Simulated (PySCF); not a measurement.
# Me3Si(SMe): NMR shifts in gas and solvents, part 2 of 2

PySCF 2.14.0. Atoms count from 0. The steps go on from the part before.

## Step 6: Shielding tensors: B97-2/pcSseg-2

What the job is given:

```
{"job": {"kind": "nmr", "xc": "B97-2", "basis": "pcSseg-2", "pop": false}, "charge": 0, "multiplicity": 1}
C      2.287918     1.069522     0.445730
S      1.060846     0.091196     1.356074
Si    -0.399965    -0.261386    -0.174957
C     -1.070252     1.362407    -0.820188
C     -1.739431    -1.249889     0.672151
C      0.354873    -1.233393    -1.585159
H      1.869660     2.019543     0.113791
H      3.108092     1.271130     1.134150
H      2.680237     0.519291    -0.409585
H     -1.875313     1.186364    -1.539630
H     -0.295605     1.943036    -1.327342
H     -1.468442     1.967107    -0.002497
H     -2.557145    -1.457748    -0.023307
H     -1.350949    -2.204767     1.033226
H     -2.150119    -0.704938     1.524906
H     -0.401776    -1.461456    -2.341784
H      1.153545    -0.673156    -2.077291
H      0.773506    -2.175100    -1.223932
```

Method: GIAO B97-2/pcSseg-2 NMR shielding, non-relativistic, gas phase.

What it wrote:

```text
coarse grid: 15032 points
cycle   1  E = -847.3924751770  dE =  1.763e-01  |g| = 5.669e-01  |ddm| = 2.815e+00
cycle   2  E = -847.3815332737  dE =  1.094e-02  |g| = 6.042e-01  |ddm| = 8.784e-01
cycle   3  E = -847.4758924812  dE = -9.436e-02  |g| = 3.553e-02  |ddm| = 4.460e-01
cycle   4  E = -847.4761120405  dE = -2.196e-04  |g| = 2.459e-02  |ddm| = 7.179e-02
cycle   5  E = -847.4762713293  dE = -1.593e-04  |g| = 3.145e-03  |ddm| = 3.050e-02
cycle   6  E = -847.4762730397  dE = -1.710e-06  |g| = 1.121e-03  |ddm| = 4.283e-03
final grid: 132968 points
cycle   7  E = -847.4838489065  dE = -1.337e-04  |g| = 5.057e-03  |ddm| = 3.909e-02
cycle   8  E = -847.4838484970  dE =  4.094e-07  |g| = 4.162e-03  |ddm| = 5.320e-03
cycle   9  E = -847.4838524194  dE = -3.922e-06  |g| = 1.065e-03  |ddm| = 3.491e-03
cycle  10  E = -847.4838526576  dE = -2.382e-07  |g| = 2.239e-04  |ddm| = 9.383e-04
cycle  11  E = -847.4838526682  dE = -1.060e-08  |g| = 9.166e-05  |ddm| = 2.966e-04
cycle  12  E = -847.4838526702  dE = -2.009e-09  |g| = 1.149e-05  |ddm| = 7.612e-05
cycle  13  E = -847.4838526702  dE = -3.479e-11  |g| = 3.627e-06  |ddm| = 1.510e-05
converged SCF energy = -847.4838526702

GIAO shielding tensors (ppm)
atom      isotropic    diamagn.    paramagn.     s11        s22        s33       span
  0 C      172.535     245.207     -72.671    162.664    165.330    189.612     26.948
  1 S      663.507    1060.800    -397.293    595.661    605.270    789.590    193.929
  2 Si     330.959     881.514    -550.555    304.612    341.263    347.003     42.391
  3 C      185.404     248.492     -63.088    173.621    186.758    195.832     22.211
  4 C      185.631     246.852     -61.221    181.434    183.516    191.944     10.509
  5 C      185.638     247.903     -62.265    173.605    186.694    196.614     23.009
  6 H       29.656      31.653      -1.996     23.835     28.416     36.718     12.883
  7 H       29.702      29.071       0.631     23.919     26.866     38.321     14.402
  8 H       29.667      31.680      -2.013     23.778     28.646     36.576     12.798
  9 H       31.530      31.444       0.085     27.425     28.862     38.303     10.878
 10 H       31.086      32.672      -1.586     26.761     30.083     36.413      9.652
 11 H       31.528      31.852      -0.324     27.634     28.819     38.131     10.497
 12 H       31.537      30.614       0.924     27.409     28.769     38.434     11.026
 13 H       31.376      31.066       0.309     27.133     29.221     37.773     10.640
 14 H       31.370      31.197       0.174     27.063     29.293     37.754     10.691
 15 H       31.537      31.239       0.299     27.409     28.896     38.308     10.899
 16 H       31.079      32.465      -1.386     26.685     30.106     36.447      9.763
 17 H       31.556      31.475       0.081     27.673     28.777     38.218     10.545
```

Run time: 3 min. Hardware: 2 threads of Intel Xeon at 2.50GHz, shared host; peak memory 2.6 GiB.

In short: δ C0 12.8, C3 -0.2, S1 -146, Si2 17.5, H6 1.96, H9 0.24 ppm (means over like atoms).

## Step 7: NMR shieldings: WP04/pcSseg-2 in chloroform

Same as in step 6 but for these lines:

```diff
@@ -1,2 +1,2 @@
-{"job": {"kind": "nmr", "xc": "B97-2", "basis": "pcSseg-2", "pop": false}, "charge": 0, "multiplicity": 1}
+{"job": {"kind": "nmr", "xc": "WP04", "basis": "pcSseg-2", "pop": false, "solvent": "chloroform"}, "charge": 0, "multiplicity": 1}
 C      2.287918     1.069522     0.445730
```

With the program's defaults for keys left out, this is: GIAO WP04/pcSseg-2 NMR shielding, non-relativistic, IEF-PCM chloroform.

What it wrote:

```text
coarse grid: 15032 points
cycle   1  E = -858.8014105940  dE =  1.284e-01  |g| = 8.960e-01  |ddm| = 2.806e+00
cycle   2  E = -858.7259746725  dE =  7.544e-02  |g| = 1.015e+00  |ddm| = 1.286e+00
cycle   3  E = -858.9947893128  dE = -2.688e-01  |g| = 8.016e-02  |ddm| = 7.118e-01
cycle   4  E = -858.9959637789  dE = -1.174e-03  |g| = 3.513e-02  |ddm| = 9.963e-02
cycle   5  E = -858.9962350786  dE = -2.713e-04  |g| = 8.328e-03  |ddm| = 3.611e-02
cycle   6  E = -858.9962479847  dE = -1.291e-05  |g| = 2.470e-03  |ddm| = 5.859e-03
cycle   7  E = -858.9962493797  dE = -1.395e-06  |g| = 6.081e-04  |ddm| = 1.945e-03
final grid: 132968 points
cycle   8  E = -859.0132234458  dE = -1.956e-04  |g| = 1.068e-02  |ddm| = 5.163e-02
cycle   9  E = -859.0132033034  dE =  2.014e-05  |g| = 1.381e-02  |ddm| = 1.403e-02
cycle  10  E = -859.0132505940  dE = -4.729e-05  |g| = 9.955e-04  |ddm| = 8.817e-03
cycle  11  E = -859.0132507607  dE = -1.667e-07  |g| = 5.652e-04  |ddm| = 1.382e-03
cycle  12  E = -859.0132508357  dE = -7.496e-08  |g| = 1.212e-04  |ddm| = 4.793e-04
cycle  13  E = -859.0132508388  dE = -3.084e-09  |g| = 3.094e-05  |ddm| = 1.035e-04
cycle  14  E = -859.0132508390  dE = -2.080e-10  |g| = 4.907e-06  |ddm| = 3.001e-05
converged SCF energy = -859.0132508390

GIAO shielding tensors (ppm)
atom      isotropic    diamagn.    paramagn.     s11        s22        s33       span
  0 C      159.420     243.811     -84.391    149.403    150.759    178.098     28.695
  1 S      621.653    1064.699    -443.047    537.290    549.764    777.904    240.614
  2 Si     309.632     883.829    -574.196    283.300    321.375    324.222     40.922
  3 C      174.388     247.546     -73.157    163.810    175.992    183.362     19.552
  4 C      174.935     245.571     -70.636    170.952    172.877    180.975     10.023
  5 C      174.610     246.962     -72.352    163.805    176.000    184.025     20.219
  6 H       29.853      31.825      -1.972     24.370     28.591     36.600     12.230
  7 H       29.994      29.031       0.963     24.532     27.136     38.313     13.781
  8 H       29.854      31.820      -1.966     24.296     28.800     36.467     12.171
  9 H       31.681      31.649       0.032     27.822     29.137     38.083     10.262
 10 H       31.310      32.981      -1.671     27.269     30.346     36.314      9.045
 11 H       31.740      32.222      -0.482     28.106     29.290     37.822      9.716
 12 H       31.680      30.708       0.972     27.800     29.059     38.181     10.380
 13 H       31.640      31.264       0.376     27.678     29.658     37.584      9.906
 14 H       31.644      31.443       0.201     27.621     29.740     37.572      9.952
 15 H       31.687      31.436       0.251     27.812     29.164     38.084     10.272
 16 H       31.302      32.751      -1.449     27.198     30.366     36.344      9.146
 17 H       31.763      31.798      -0.035     28.143     29.246     37.901      9.758
```

Run time: 3.2 min. Hardware: 2 threads of Intel Xeon at 2.50GHz, shared host; peak memory 2.7 GiB.

In short: δ C0 15.7, C3 0.5, S1 -142, Si2 19.5, H6 1.97, H9 0.26 ppm (means over like atoms).

## Step 8: Shielding tensors: wB97X-D/pcSseg-2 in chloroform

Same as in step 7 but for these lines:

```diff
@@ -1,2 +1,2 @@
-{"job": {"kind": "nmr", "xc": "WP04", "basis": "pcSseg-2", "pop": false, "solvent": "chloroform"}, "charge": 0, "multiplicity": 1}
+{"job": {"kind": "nmr", "xc": "wB97X-D", "basis": "pcSseg-2", "pop": false, "solvent": "chloroform"}, "charge": 0, "multiplicity": 1}
 C      2.287918     1.069522     0.445730
```

Level: GIAO wB97X-D/pcSseg-2 NMR shielding, non-relativistic, IEF-PCM chloroform.

What it wrote:

```text
coarse grid: 15032 points
cycle   1  E = -847.3951487601  dE =  3.352e-01  |g| = 4.071e-01  |ddm| = 2.784e+00
cycle   2  E = -847.4224794823  dE = -2.733e-02  |g| = 2.699e-01  |ddm| = 5.088e-01
cycle   3  E = -847.4384456307  dE = -1.597e-02  |g| = 2.857e-02  |ddm| = 1.819e-01
cycle   4  E = -847.4386788232  dE = -2.332e-04  |g| = 9.370e-03  |ddm| = 4.142e-02
cycle   5  E = -847.4387045624  dE = -2.574e-05  |g| = 3.895e-03  |ddm| = 1.600e-02
cycle   6  E = -847.4387085923  dE = -4.030e-06  |g| = 6.851e-04  |ddm| = 4.702e-03
final grid: 132968 points
cycle   7  E = -847.4525595586  dE = -3.182e-04  |g| = 7.976e-03  |ddm| = 4.746e-02
cycle   8  E = -847.4525657858  dE = -6.227e-06  |g| = 5.954e-03  |ddm| = 9.569e-03
cycle   9  E = -847.4525730669  dE = -7.281e-06  |g| = 4.834e-04  |ddm| = 3.784e-03
cycle  10  E = -847.4525731545  dE = -8.766e-08  |g| = 2.065e-04  |ddm| = 8.210e-04
cycle  11  E = -847.4525731654  dE = -1.091e-08  |g| = 5.630e-05  |ddm| = 2.133e-04
cycle  12  E = -847.4525731668  dE = -1.374e-09  |g| = 1.668e-05  |ddm| = 1.086e-04
cycle  13  E = -847.4525731669  dE = -1.278e-10  |g| = 2.967e-06  |ddm| = 3.708e-05
converged SCF energy = -847.4525731669

GIAO shielding tensors (ppm)
atom      isotropic    diamagn.    paramagn.     s11        s22        s33       span
  0 C      175.540     245.020     -69.480    166.753    168.050    191.818     25.065
  1 S      672.460    1060.600    -388.139    602.589    612.223    802.568    199.979
  2 Si     321.902     880.212    -558.309    295.070    333.761    336.875     41.805
  3 C      186.699     248.645     -61.946    174.840    188.133    197.125     22.285
  4 C      187.178     247.243     -60.065    182.777    185.192    193.566     10.789
  5 C      186.906     247.953     -61.046    174.793    188.100    197.827     23.034
  6 H       29.629      31.364      -1.735     23.716     28.391     36.782     13.066
  7 H       29.656      29.193       0.463     23.674     26.753     38.542     14.868
  8 H       29.632      31.387      -1.755     23.642     28.616     36.639     12.997
  9 H       31.427      31.440      -0.012     27.214     28.678     38.390     11.175
 10 H       31.012      32.610      -1.598     26.609     29.926     36.502      9.893
 11 H       31.533      31.879      -0.345     27.538     28.784     38.279     10.741
 12 H       31.418      30.702       0.716     27.166     28.587     38.499     11.333
 13 H       31.371      31.225       0.146     27.043     29.176     37.895     10.852
 14 H       31.377      31.355       0.023     26.987     29.259     37.886     10.898
 15 H       31.437      31.241       0.197     27.207     28.710     38.395     11.188
 16 H       31.005      32.416      -1.411     26.532     29.946     36.536     10.004
 17 H       31.556      31.524       0.032     27.570     28.740     38.358     10.788
```

Wall time 3.5 min (2 threads of Intel Xeon at 2.50GHz, shared host); peak memory 2.8 GiB.

Key values: δ C0 11.6, C3 0.2, S1 -162, Si2 19.4, H6 1.97, H9 0.27 ppm (means over like atoms).

## Step 9: Side by side: NMR shifts

Shifts (ppm), means over like atoms, with basis size and wall time:

| run | C0 | C3 | H6 | H9 | S1 | Si2 | functions | time |
| --- | --- | --- | --- | --- | --- | --- | --- | --- |
| PBE0/pcSseg-2 | 11.9 | -0.3 | 1.94 | 0.24 | -151 | 17.9 | 398 | 3 min |
| KT3/pcSseg-2 | 13.8 | -0.2 | 2.04 | 0.25 | -120 | 16.1 | 398 | 2.9 min |
| wB97X-D/pcSseg-2 | 11.4 | -0.1 | 1.88 | 0.23 | -154 | 18.3 | 398 | 3.8 min |
| B97-2/pcSseg-2 | 12.8 | -0.2 | 1.96 | 0.24 | -146 | 17.5 | 398 | 3 min |
| WP04/pcSseg-2 in chloroform | 15.7 | 0.5 | 1.97 | 0.26 | -142 | 19.5 | 398 | 3.2 min |
| wB97X-D/pcSseg-2 in chloroform | 11.6 | 0.2 | 1.97 | 0.27 | -162 | 19.4 | 398 | 3.5 min |
| measured | – | – | – | – | – | 16.5 | – | – |

Measured: solution; U. Herzog, Habilitationsschrift, TU Bergakademie Freiberg, 2002/2003.

## Step 10: Outcome

What follows sums up all 2 parts.

| quantity | value |
| --- | --- |
| rotational constants (main isotopes) | 2.71, 1.60, 1.48 GHz |
| 13C shifts against TMS (PBE0/pcSseg-2, means over atoms taken as alike) | 11.9, -0.3 ppm |
| 1H shifts against TMS (PBE0/pcSseg-2, means over atoms taken as alike) | 1.94, 0.24 ppm |
| 33S shifts against CS2 (PBE0/pcSseg-2) | -151 ppm |
| 29Si shifts against TMS (PBE0/pcSseg-2) | 17.9 ppm |
| measured, and computed on the same scale | Si2 δ 16.5, 17.9 ppm |
| range of the shift of S1 (wB97X-D/pcSseg-2 runs) | -162 to -154 ppm |

Relaxing lowered the energy by 0.165 eV in 6 steps; the close pair that moved most is S1–Si2, from 2.193 to 2.145 Å. No frequency check was run at this level, so the end point may be a saddle. At PBE0/pcSseg-2: Shielding is most anisotropic at S1 (span 188 ppm, paramagnetic term -396 ppm). The one measured 29Si shift is missed by +1.5 ppm (computed less measured, unscaled). Vibration, temperature and solvent are missing from the calculation, and it holds one conformer, so part of the miss against the measured shifts is not the functional's. At one level, wB97X-D/pcSseg-2: In ppm, S1 moves most: its shift spreads over 8 ppm, from -162 (wB97X-D/pcSseg-2 in chloroform) to -154 (wB97X-D/pcSseg-2).
